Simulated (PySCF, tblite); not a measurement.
**C7H10OSi: geometry, infrared bands, NMR shifts, electronic excitations and core binding energies**

Wanted: the infrared bands, NMR shifts, electronic excitations and core binding energies of C7H10OSi (`Cc1ccc(O[SiH3])cc1`), by calculation.

The runs use tblite 0.8.0 and PySCF 2.14.0, with density-fitted response routines of our own; the level of theory stands in each step. All values are computed, except where a source is named. Atoms count from 0, in the outputs and in this text.

### Step 1. Starting geometry

19 atoms, charge 0, multiplicity 1; geometry from: force field or distance geometry start.

Bonds of the start (Å): C0–C1 1.49, C1–C2 1.41, C2–C3 1.39, C3–C4 1.39, C4–O5 1.36, O5–Si6 1.66, C4–C7 1.40, C7–C8 1.40, C8–C1 1.40, C0–H9 1.10, C0–H10 1.10, C0–H11 1.10, C2–H12 1.09, C3–H13 1.10, Si6–H14 1.48, Si6–H15 1.50, Si6–H16 1.48, C7–H17 1.07, C8–H18 1.10.

### Step 2. Geometry optimisation with GFN2-xTB

What the job is given:

```
{"job": {"kind": "relax", "xc": "GFN2-xTB", "basis": "xTB"}, "charge": 0, "multiplicity": 1}
C     -3.267800     0.122800     0.356200
C     -1.800100    -0.046500     0.191300
C     -1.221800    -1.334700     0.190800
C      0.151000    -1.483600     0.065100
C      0.985900    -0.378700    -0.009900
O      2.318900    -0.642800    -0.127900
Si     3.672000     0.313500    -0.266900
C      0.439900     0.907400     0.014600
C     -0.946300     1.060100     0.125500
H     -3.823600    -0.713200    -0.088500
H     -3.539100     0.184800     1.416700
H     -3.619400     1.035400    -0.142000
H     -1.868100    -2.211400     0.274500
H      0.583100    -2.491100     0.055900
H      4.882900    -0.530800    -0.340600
H      3.778800     1.210400     0.926400
H      3.581400     1.149600    -1.484200
H      1.050500     1.786800    -0.051400
H     -1.368100     2.071200     0.158000
```

On the command line:

```bash
OMP_NUM_THREADS=1 python probes_run.py task.json out
```

One launch serves the whole session: the jobs run in the order shown.

The log of the run:

```text
step      E/eV     max force
  0    -705.65885    1.050
  1    -705.71378    0.591
  2    -705.73959    0.525
  3    -705.76411    0.383
  4    -705.77199    0.335
  5    -705.78115    0.299
  6    -705.79089    0.254
  7    -705.80222    0.264
  8    -705.81009    0.178
  9    -705.81488    0.161
 10    -705.81761    0.150
 11    -705.81928    0.113
 12    -705.82052    0.089
 13    -705.82147    0.073
 14    -705.82222    0.057
 15    -705.82276    0.047
 16    -705.82303    0.031
 17    -705.82315    0.026
 18    -705.82321    0.020
 19    -705.82326    0.014
 20    -705.82328    0.011
 21    -705.82329    0.008
```

Run time: 0.3 s. Hardware: 1 thread of Arm Neoverse N1, shared host; peak memory 0.18 GiB.

The steps of the relaxation:

```csv
step,energy from step 0 (eV),largest force (eV/Å)
0,0.0000,1.0498
1,-0.0549,0.5909
2,-0.0807,0.5245
3,-0.1053,0.3827
4,-0.1131,0.3352
5,-0.1223,0.2988
6,-0.1320,0.2540
7,-0.1434,0.2640
8,-0.1512,0.1778
9,-0.1560,0.1611
10,-0.1588,0.1501
11,-0.1604,0.1131
12,-0.1617,0.0894
13,-0.1626,0.0729
14,-0.1634,0.0566
15,-0.1639,0.0471
16,-0.1642,0.0310
17,-0.1643,0.0258
18,-0.1644,0.0200
19,-0.1644,0.0142
20,-0.1644,0.0109
21,-0.1644,0.0075
```

Distances of close pairs at the start and the end, largest changes first:

```csv
bond,before (Å),after (Å),change (Å)
O5–Si6,1.663,1.623,-0.039
Si6–H15,1.497,1.465,-0.031
Si6–H14,1.478,1.453,-0.025
C1–C2,1.412,1.390,-0.023
C3–H13,1.096,1.079,-0.017
C7–C8,1.399,1.382,-0.017
C8–H18,1.096,1.081,-0.015
Si6–H16,1.480,1.465,-0.015
```

The end geometry stands in the next job.

### Step 3. Vibrational analysis with GFN2-xTB

What the job is given:

```
{"job": {"kind": "ir", "xc": "GFN2-xTB", "basis": "xTB"}, "charge": 0, "multiplicity": 1}
C     -3.252440     0.123119     0.352245
C     -1.770417    -0.053225     0.212200
C     -1.203659    -1.321625     0.186543
C      0.162398    -1.490398     0.074614
C      0.999419    -0.382182    -0.014521
O      2.327768    -0.595683    -0.126251
Si     3.626084     0.369884    -0.257707
C      0.443100     0.889621     0.012460
C     -0.925852     1.045730     0.124681
H     -3.784628    -0.719790    -0.082489
H     -3.523799     0.185498     1.406696
H     -3.581223     1.038411    -0.134246
H     -1.840432    -2.192149     0.252638
H      0.600694    -2.476314     0.051821
H      4.661881    -0.647825    -0.319569
H      3.750653     1.250110     0.906910
H      3.552436     1.194074    -1.466685
H      1.092095     1.749744    -0.057760
H     -1.343881     2.042250     0.141909
```

The log of the run:

```text
mode    cm-1     km/mol
  1      18.3      0.48
  2      50.0      1.00
  3     108.9      0.21
  4     119.9      0.58
  5     160.0      0.03
  6     297.1      0.26
  7     336.3      2.08
  8     368.1      0.42
  9     379.1      0.01
 10     445.6      1.94
 11     488.4      2.04
 12     602.1     82.35
 13     608.3      0.97
 14     620.9     42.25
 15     662.1      4.59
 16     698.4     50.21
 17     758.0    190.87
 18     801.9     49.98
 19     807.3    269.64
 20     820.5    101.04
 21     833.5    307.73
 22     866.2      0.01
 23     905.6      0.42
 24     921.7      0.06
 25     958.0    131.03
 26    1009.3      2.47
 27    1026.5     57.37
 28    1034.0      9.61
 29    1132.6      3.41
 30    1187.2     25.68
 31    1226.2    138.52
 32    1270.2      0.59
 33    1299.7    233.16
 34    1323.0     31.63
 35    1404.1      3.67
 36    1415.9      4.66
 37    1482.9     16.13
 38    1484.6      2.65
 39    1495.8    178.25
 40    1579.4      4.60
 41    1612.1     20.12
 42    2226.4    419.21
 43    2254.0    179.74
 44    2349.9    261.45
 45    2995.8     29.58
 46    3037.8     20.94
 47    3038.5     25.99
 48    3072.9     25.47
 49    3076.9     38.16
 50    3088.6     52.73
 51    3099.7     23.53
```

Run time: 1.3 s. Hardware: 1 thread of Arm Neoverse N1, shared host; peak memory 0.18 GiB.

The strongest bands and the atoms that carry them (share of the mass-weighted mode):

```csv
cm⁻¹,km/mol,atoms
758,190.9,"H14 57 %, H16 18 %, H15 18 %"
807,269.6,"H15 33 %, H16 32 %, H14 24 %"
834,307.7,"H15 15 %, H16 15 %, Si6 13 %, H14 10 %"
1300,233.2,"C4 31 %, O5 19 %, C1 16 %"
1496,178.2,"C4 18 %, C1 16 %, C3 12 %, C7 11 %"
2226,419.2,"H15 49 %, H16 46 %"
2254,179.7,"H16 50 %, H15 47 %"
2350,261.4,H14 97 %
```

### Step 4. Optimising the geometry at PBE0-D3(BJ)/def2-SVP

What the job is given:

```
{"job": {"xc": "PBE0", "basis": "def2-SVP", "d3": "d3bj", "grid": 1, "shake": 0.01, "kind": "geom"}, "charge": 0, "multiplicity": 1}
C     -3.232030     0.097560     0.356430
C     -1.776090    -0.057750     0.210040
C     -1.223860    -1.323940     0.177890
C      0.195630    -1.488140     0.071090
C      0.996610    -0.388860    -0.025070
O      2.323860    -0.590860    -0.128640
Si     3.635660     0.367890    -0.257460
C      0.458560     0.895070     0.007410
C     -0.927680     1.051140     0.144030
H     -3.787320    -0.722230    -0.072470
H     -3.532660     0.182580     1.415520
H     -3.575420     1.039330    -0.127540
H     -1.868710    -2.181940     0.243040
H      0.584010    -2.473550     0.058830
H      4.657430    -0.658590    -0.319310
H      3.750130     1.264170     0.914380
H      3.554370     1.205190    -1.468740
H      1.082840     1.755580    -0.051930
H     -1.346030     2.034420     0.144200
```

The log of the run:

```text
step   0  E = -636.64348052  max force = 0.062957
step   1  E = -636.65319727  max force = 0.005574
step   2  E = -636.65344361  max force = 0.005015
step   3  E = -636.65347957  max force = 0.004650
step   4  E = -636.65365998  max force = 0.001362
step   5  E = -636.65366862  max force = 0.001201
step   6  E = -636.65368348  max force = 0.000406
optimisation converged
```

Run time: 3.2 min. Hardware: 1 thread of Arm Neoverse N1, shared host; peak memory 0.85 GiB.

Relaxation path:

```csv
step,energy from step 0 (eV),largest force component (eV/Å)
0,0.0000,3.2374
1,-0.2644,0.2866
2,-0.2711,0.2579
3,-0.2721,0.2391
4,-0.2770,0.0700
5,-0.2772,0.0618
6,-0.2776,0.0209
```

Distances of close pairs at the start and the end, largest changes first:

```csv
bond,before (Å),after (Å),change (Å)
O5–Si6,1.630,1.676,+0.046
C2–C3,1.433,1.390,-0.043
Si6–H14,1.450,1.485,+0.036
C3–C4,1.364,1.398,+0.034
C3–H13,1.059,1.092,+0.032
C0–C1,1.472,1.502,+0.030
C7–H17,1.065,1.094,+0.029
C8–H18,1.069,1.094,+0.025
```

The next job starts from the end point, and lists it.

```csv
at the end point,value
point group (found at 0.08 Å tolerance),C1
"rotational constants (GHz, main isotopes)","4.521, 0.694, 0.608"
dipole moment (D),0.82
```

### Step 5. NMR shieldings: PBE0/pcSseg-1

What the job is given:

```
{"job": {"kind": "nmr", "xc": "PBE0", "basis": "pcSseg-1"}, "charge": 0, "multiplicity": 1}
C     -3.281583     0.677080    -0.009613
C     -1.806964     0.432449    -0.152199
C     -1.285539    -0.867557    -0.166361
C      0.080368    -1.103541    -0.266811
C      0.971607    -0.030970    -0.357981
O      2.292746    -0.311218    -0.457793
Si     3.580799     0.753393    -0.586607
C      0.471300     1.273954    -0.349314
C     -0.900835     1.492642    -0.248238
H     -3.870096    -0.152909    -0.427391
H     -3.568771     0.779418     1.050619
H     -3.588735     1.601555    -0.520209
H     -1.967989    -1.719798    -0.099551
H      0.482439    -2.118412    -0.281049
H      4.788489    -0.107667    -0.668329
H      3.651884     1.647117     0.608268
H      3.452181     1.594969    -1.814221
H      1.151614     2.127138    -0.426086
H     -1.273595     2.520961    -0.246744
```

Method: GIAO PBE0/pcSseg-1 NMR shielding, non-relativistic, gas phase.

The log of the run:

```text
coarse grid: 16512 points
cycle   1  E = -636.7733351049  dE =  1.295e+00  |g| = 6.515e-01  |ddm| = 4.204e+00
cycle   2  E = -636.6972866045  dE =  7.605e-02  |g| = 9.251e-01  |ddm| = 1.483e+00
cycle   3  E = -636.8564005110  dE = -1.591e-01  |g| = 1.279e-01  |ddm| = 9.473e-01
cycle   4  E = -636.8595272353  dE = -3.127e-03  |g| = 3.827e-02  |ddm| = 1.406e-01
cycle   5  E = -636.8598288372  dE = -3.016e-04  |g| = 1.661e-02  |ddm| = 5.135e-02
cycle   6  E = -636.8598995688  dE = -7.073e-05  |g| = 3.847e-03  |ddm| = 1.923e-02
cycle   7  E = -636.8599031293  dE = -3.560e-06  |g| = 1.160e-03  |ddm| = 4.357e-03
final grid: 155312 points
cycle   8  E = -636.9229594170  dE = -2.654e-05  |g| = 9.824e-03  |ddm| = 4.418e-02
cycle   9  E = -636.9229379699  dE =  2.145e-05  |g| = 1.458e-02  |ddm| = 2.083e-02
cycle  10  E = -636.9229791978  dE = -4.123e-05  |g| = 1.708e-03  |ddm| = 1.301e-02
cycle  11  E = -636.9229798443  dE = -6.465e-07  |g| = 2.651e-04  |ddm| = 1.878e-03
cycle  12  E = -636.9229798546  dE = -1.032e-08  |g| = 1.598e-04  |ddm| = 3.668e-04
cycle  13  E = -636.9229798615  dE = -6.961e-09  |g| = 2.759e-05  |ddm| = 1.872e-04
cycle  14  E = -636.9229798617  dE = -1.869e-10  |g| = 8.806e-06  |ddm| = 3.812e-05
converged SCF energy = -636.9229798617

GIAO shielding tensors (ppm)
atom      isotropic    diamagn.    paramagn.     s11        s22        s33       span
  0 C      162.081     242.372     -80.292    141.945    156.213    188.084     46.139
  1 C       49.823     262.756    -212.933    -52.198     25.333    176.334    228.532
  2 C       48.230     253.451    -205.221    -55.785     41.618    158.858    214.643
  3 C       59.840     254.320    -194.479    -29.854     49.779    159.597    189.451
  4 C       24.121     255.368    -231.247    -65.579     22.057    115.885    181.464
  5 O      241.191     398.109    -156.918    166.377    253.994    303.201    136.824
  6 Si     389.458     878.129    -488.671    346.874    357.382    464.118    117.244
  7 C       66.400     261.397    -194.997    -22.211     57.262    164.150    186.361
  8 C       49.195     252.880    -203.685    -54.632     42.864    159.352    213.984
  9 H       29.101      27.300       1.801     24.197     28.410     34.696     10.499
 10 H       28.690      26.803       1.886     25.405     25.733     34.930      9.525
 11 H       29.071      27.102       1.969     24.150     28.462     34.601     10.450
 12 H       24.041      32.905      -8.864     20.333     23.799     27.990      7.657
 13 H       24.213      32.183      -7.970     20.340     24.330     27.969      7.629
 14 H       26.326      27.382      -1.056     22.678     24.940     31.359      8.681
 15 H       26.190      28.523      -2.333     23.215     24.532     30.822      7.607
 16 H       26.193      28.033      -1.841     23.206     24.559     30.814      7.608
 17 H       24.626      33.753      -9.128     20.452     24.496     28.929      8.477
 18 H       24.086      32.686      -8.600     20.328     23.630     28.299      7.970
```

It took 84 s on 1 thread of Arm Neoverse N1, shared host; peak memory 0.97 GiB.

The references, computed at this level on geometries of the same kind, shield at (ppm): 1H TMS 31.27, 13C TMS 184.4, 29Si TMS 352.0, 17O H2O 334.6. Their shielding less the atom's gives the shift. The references are single molecules in the gas phase, so shifts against H2O, NH3, PH3, H3PO4 or CFCl3 are not on the usual liquid scales and can be off by tens of ppm. Atoms listed in one row are averaged.

```csv
atoms,environment,σ (ppm),δ (ppm),δ scaled to CDCl3
C4,aromatic carbon bearing oxygen,24.1,160.3,155.1
"C2, C8",aromatic CH,48.7,135.7,131.3
C1,substituted aromatic carbon,49.8,134.6,130.2
"C3, C7",aromatic CH,63.1,121.3,117.3
C0,methyl carbon on an aromatic ring,162.1,22.3,21.2
"H12, H18",hydrogen on an aromatic CH,24.06,7.20,7.04
"H13, H17",hydrogen on an aromatic CH,24.42,6.85,6.71
"H14, H15, H16",hydrogen on a silicon bonded to O,26.24,5.03,–
"H9, H10, H11",hydrogen on a methyl carbon on an aromatic ring,28.95,2.31,2.41
O5,"oxygen bonded to C, Si",241.2,93.4,–
Si6,"silicon bonded to O, 3 H",389.5,-37.5,–
```

The scaled column applies a straight-line fit of computed shieldings to shifts measured in CDCl3 (root-mean-square error 0.21 ppm for H, 2.0 ppm for C).

The run also stored atomic charges by several schemes (e):

```csv
atoms,Mulliken,IAO,Hirshfeld,ESP fit
C0,-0.14,-0.42,-0.11,-0.54
C1,-0.32,0.00,0.00,0.27
"C2, C8",-0.02,-0.15,-0.05,-0.24
"C3, C7",-0.14,-0.19,-0.07,-0.34
C4,0.31,0.20,0.07,0.46
O5,-0.64,-0.58,-0.20,-0.45
Si6,0.66,0.83,0.39,0.58
```

Mayer bond orders: C0–C1 1.07, C1–C2 1.39, C2–C3 1.46, C3–C4 1.40, C4–O5 0.91, O5–Si6 0.90, C4–C7 1.38, C7–C8 1.45, C8–C1 1.41.

Ring of atoms C1, C2, C3, C4, C7, C8: NICS(0) -9.6, NICS(1) -11.0, NICS(1)zz -26.5 ppm (means of both faces).

Orbitals, density, ELF and potential are computed afterwards from the orbital file.

Frontier orbitals at PBE0/pcSseg-1, with the share of their density that lies nearest to each atom:

```csv
orbital,energy (eV),lies on
HOMO,-6.42,"C1, C4 about 21 % each; O5 15 %; C3, C7 about 9 % each"
LUMO,-0.25,4 C atoms about 18 % each
```

ELF in a plane through or near 14 of the atoms.

Ten even steps from ' ' (0.00) to '@' (1.00):
```
                                                        
                                                        
                                                        
                              ....                      
                      ..    ::@@@@##                    
                    ##@@%%  ++@@@@@@  ..++::            
              ..    @@@@@@..==@@@@##  ##@@##..          
          ..--==--  %%@@@@++**--**::..%%@@##..          
          ............**::==%%--##++**==**==            
      ==##**++++..++..**@@**--++++==@@::--**::          
    ==@@@@@@::++::%%**::::==  ::++--##++@@%%++          
    **@@@@@@%%::##--**--..%%==++++%%..::@@@@%%          
    --@@@@@@**  ++%%##::##..--++**##++  --**--          
      --@@@@    --##--  **##++++##@@@@--                
        ..::      ::  --@@@@##..**@@@@##                
                      ##@@@@%%  ..%%@@--                
                      --%%@@--                          
                                                        
                                                        
                                                        
```
The map spans 14.8 Å across and 10.4 Å up, centred on the molecule. Atoms in the plane (x, y in Å): C0 (3.2, 0.4), C1 (1.8, 0.1), C2 (1.3, -1.3), C3 (0.0, -1.6), C4 (-1.0, -0.5), O5 (-2.3, -0.9), Si6 (-3.6, 0.2), C7 (-0.5, 0.8), C8 (0.8, 1.1), H12 (2.0, -2.1), H13 (-0.4, -2.6), H14 (-4.8, -0.8), H17 (-1.3, 1.6), H18 (1.2, 2.1).

log10 of the density (e/Å³) in the same plane.

Ten even steps from ' ' (-4.0) to '@' (2.0):
```
                                                        
                                                        
                                                        
                      ......::::::::..                  
          ..........::::::::--====--::::....            
        ..::::--::--========++****++--------::          
      ..::----==----++****++++**##++========--..        
      ..--==++++++==++####****##**++++****++--::        
    ..::--++++**++==++**##%%######********++==::..      
  ..::--==++##@@**++++**##******##%%##%%##**==--..      
  ..--==++**##%%**##**####**++****##********==--..      
  ..--==**##**++**@@######******##**++++++++==::..      
  ..::--++++++==**##******######@@**++======--..        
    ..::--------==++++++**##******##**==::::..          
    ....::::::::--==--==**##**++++**++==::..            
        ......  ....::==++**++========--..              
                    ..----==--::::::::..                
                      ..::::....                        
                                                        
                                                        
```
The map spans 14.8 Å across and 10.4 Å up, centred on the molecule. Atoms in the plane (x, y in Å): C0 (3.2, 0.4), C1 (1.8, 0.1), C2 (1.3, -1.3), C3 (0.0, -1.6), C4 (-1.0, -0.5), O5 (-2.3, -0.9), Si6 (-3.6, 0.2), C7 (-0.5, 0.8), C8 (0.8, 1.1), H12 (2.0, -2.1), H13 (-0.4, -2.6), H14 (-4.8, -0.8), H17 (-1.3, 1.6), H18 (1.2, 2.1).

On the surface of density 0.002 e/bohr³ the electrostatic potential runs, from the 1st to the 99th percentile, from -0.94 V near O5 to 1.25 V near H15.

### Step 6. TDDFT and polarisability: wB97X-D/def2-SVPD

Same as in step 5 but for these lines:

```diff
@@ -1,2 +1,2 @@
-{"job": {"kind": "nmr", "xc": "PBE0", "basis": "pcSseg-1"}, "charge": 0, "multiplicity": 1}
+{"job": {"kind": "uv", "xc": "wB97X-D", "basis": "def2-SVPD", "ip": true}, "charge": 0, "multiplicity": 1}
 C     -3.281583     0.677080    -0.009613
```

Method: TDDFT wB97X-D/def2-SVPD, vertical, gas phase, core orbitals frozen in the response.

The log of the run:

```text
coarse grid: 16512 points
cycle   1  E = -636.8798385907  dE =  1.521e+00  |g| = 6.135e-01  |ddm| = 1.163e+01
cycle   2  E = -636.8766486487  dE =  3.190e-03  |g| = 6.875e-01  |ddm| = 2.892e+00
cycle   3  E = -636.9604168650  dE = -8.377e-02  |g| = 7.789e-02  |ddm| = 1.273e+00
cycle   4  E = -636.9615751411  dE = -1.158e-03  |g| = 3.449e-02  |ddm| = 3.198e-01
cycle   5  E = -636.9618756188  dE = -3.005e-04  |g| = 8.012e-03  |ddm| = 1.458e-01
cycle   6  E = -636.9618914025  dE = -1.578e-05  |g| = 2.292e-03  |ddm| = 3.405e-02
cycle   7  E = -636.9618929656  dE = -1.563e-06  |g| = 6.150e-04  |ddm| = 1.097e-02
final grid: 155312 points
cycle   8  E = -637.0568050135  dE = -1.066e-04  |g| = 3.245e-03  |ddm| = 3.860e-01
cycle   9  E = -637.0568074596  dE = -2.446e-06  |g| = 1.636e-03  |ddm| = 4.074e-02
cycle  10  E = -637.0568079272  dE = -4.675e-07  |g| = 7.552e-04  |ddm| = 6.126e-03
cycle  11  E = -637.0568080387  dE = -1.116e-07  |g| = 2.208e-04  |ddm| = 2.847e-03
cycle  12  E = -637.0568080492  dE = -1.041e-08  |g| = 6.576e-05  |ddm| = 9.279e-04
cycle  13  E = -637.0568080503  dE = -1.186e-09  |g| = 1.383e-05  |ddm| = 2.828e-04
cycle  14  E = -637.0568080504  dE = -8.481e-11  |g| = 5.588e-06  |ddm| = 9.881e-05
converged SCF energy = -637.0568080504

Static polarisability (au): isotropic 113.038, principal 76.034 110.116 152.965

Singlet excitations
state   eV       nm        f      main configurations
  1   5.0938    243.4   0.02682   H->L 0.80, H-1->L+1 0.18
  2   5.8726    211.1   0.13319   H->L+1 0.76, H-1->L 0.22
  3   6.3618    194.9   0.00131   H->L+2 0.71, H->L+3 0.18
  4   6.7894    182.6   0.00223   H->L+3 0.45, H->L+4 0.31, H->L+2 0.12
  5   6.8554    180.9   0.84847   H-1->L 0.75, H->L+1 0.21
  6   6.9483    178.4   0.37172   H-1->L+1 0.78, H->L 0.17
  7   7.2085    172.0   0.00259   H->L+5 0.83
  8   7.3462    168.8   0.01422   H->L+4 0.57, H->L+3 0.25
  9   7.5210    164.9   0.00015   H-1->L+3 0.49, H-1->L+4 0.19, H-1->L+2 0.10
 10   7.6095    162.9   0.00397   H-2->L 0.76, H-4->L 0.19

Triplet excitations (Tamm-Dancoff, eV): 4.0575 4.2488 4.7432 5.5580
Vertical ionisation energy (delta-SCF) = 8.1751 eV
```

Run time: 6.7 min. Hardware: 1 thread of Arm Neoverse N1, shared host; peak memory 1.3 GiB.

Frontier orbitals and where they lie:

```csv
orbital,eV,atoms
HOMO−3,-11.12,"O5 22 %, Si6 17 %, H15 11 %"
HOMO−2,-10.93,"O5 29 %, Si6 12 %, C4 9 %"
HOMO−1,-9.13,"C2 21 %, C7 21 %, C3 20 %"
HOMO,-8.15,"C1 20 %, C4 16 %, O5 16 %"
LUMO,1.39,"C8 18 %, C3 18 %, C2 17 %"
LUMO+1,1.77,"C1 20 %, C4 19 %, C2 11 %"
LUMO+2,1.95,"Si6 41 %, H16 13 %, H15 13 %"
```

With each of the 10 states as a Gaussian band of 0.4 eV half-width at 1/e, the curve within the window shown has maxima at 211 nm (ε 5,500), 180 nm (ε 49,000) L/(mol cm). Beyond the last state computed it falls off for lack of states. The curve at chosen wavelengths:

nm, ε (L/mol/cm) and a bar:
```
      157        258 
      162       1676 #
      167       8394 #####
      171      21211 #############
      176      41363 #########################
      181      48971 ##############################
      186      37698 #######################
      190      23628 ##############
      195      10771 #######
      200       5704 ###
      205       5145 ###
      209       5483 ###
      214       5312 ###
      219       4296 ###
      224       3026 ##
      228       2214 #
      233       1612 #
      238       1352 #
      243       1224 #
      247       1114 #
      252        928 
      257        706 
      262        491 
      266        345 
      271        208 
      276        117
```

Leading natural transition orbitals of singlet state 5: the hole lies on 4 C atoms about 21 % each; the particle on 4 C atoms about 16 % each; H12, H13, H18 about 6 % each.

Leading natural transition orbitals of singlet state 1: the hole lies on C1, C4 about 22 % each; O5 13 %; C3, C7 about 9 % each; the particle on 4 C atoms about 17 % each.

Ground-state properties from the same run:

```csv
property,computed
dipole moment (D),0.79
polarisability (Å³),16.75
HOMO–LUMO gap (eV),9.54
−ε(HOMO) (eV),8.15
```

(Part 1 of 2 ends here.)
